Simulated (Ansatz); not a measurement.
**GeO₂+ (doublet): from Hartree-Fock to the top rungs, cc-pVDZ**

The task here is to estimate one member of a computed series from the others.

Method: cc-pVDZ, core rule «outside noble gas», up to 16 orbitals frozen; program: Ansatz 0.2.0, Gaussian basis.

The runs, in order: UHF; CCSD(T) on ROHF; CCSD(T) on UHF; BCCD(T) on ROHF; CISD; CCSDT(Q) on ROHF; CCSDT(Q) on UHF.

37 further runs of the same task are left out: 15 for a known fault of the program, 6 that didn't finish, 16 set aside as unsound or not needed.

## The system

The geometry is a PBE0/def2-TZVP stationary point (not a proven minimum) of the parent state, kept for this charge and spin. No spin-orbit coupling is included. The filled d shell of Ge may be among the frozen orbitals whatever the setting's name suggests; the logs give the count.

3 atoms, charge 1, spin multiplicity 2.

Atoms are counted from 1 here; the program's logs count them from 0.

Bond lengths: Ge1–O2 1.861 Å, O2–O3 1.325 Å. Angles: Ge1–O2–O3 112.0°.

Set-up of the first run:

in.yaml reads:

```yaml
crystal:
  periodic: [false, false, false]
  atoms:
    - {symbol: Ge, position_ang: [0.000000, -0.045686, 0.670336]}
    - {symbol: O, position_ang: [0.000000, 0.594971, -1.077299]}
    - {symbol: O, position_ang: [0.000000, -0.387547, -1.966143]}
basis:
  gaussian: {orbitals: cc-pVDZ}
total_charge: 1
magnetization: {spin_polarized: true, initial_magnetization: 1}
hamiltonian: {xc: hf}
output: {orbitals: {seedname: orbitals}}
```

On the command line:

```sh
> ansatz run in.yaml --threads 1 --pin off --events-out ev --progress --plain --max-ram 2393MiB
```

Steps of the session up to this table: UHF; CCSD(T) on ROHF; CCSD(T) on UHF; BCCD(T) on ROHF; CISD; CCSDT(Q) on ROHF; CCSDT(Q) on UHF.

One of the session's tables, all rows but one given; the rest of the session is left out.

```
   method  from UCCSDT(Q) (meV)
     ROHF              +11874.5
      UHF              +11731.5
     RMP2               +1127.4
     UMP2               +1146.9
    RCCSD                +477.0
    UCCSD                +473.0
 RCCSD(T)                     ?
 UCCSD(T)                +101.2
  BCCD(T)                 +96.7
   RCCSDT                 +60.8
   UCCSDT                 +59.9
RCCSDT(Q)                 +12.3
UCCSDT(Q)                     0
```

Q: Estimate the row for RCCSD(T) from the others.

The run gave: from UCCSDT(Q) (meV): +101.0. In the column «from UCCSDT(Q) (meV)» it lies between BCCD(T) (+96.7) and UCCSD(T) (+101.2).

Not comparable, so not listed: CISD (they don't share determinant, frozen orbitals or solution with the rows shown, or repeat one).

Caveats from the session: Restricted and unrestricted rows rest on different reference determinants; where their highest levels disagree by more than a few hundredths of an eV, they describe different states and don't form one ladder.
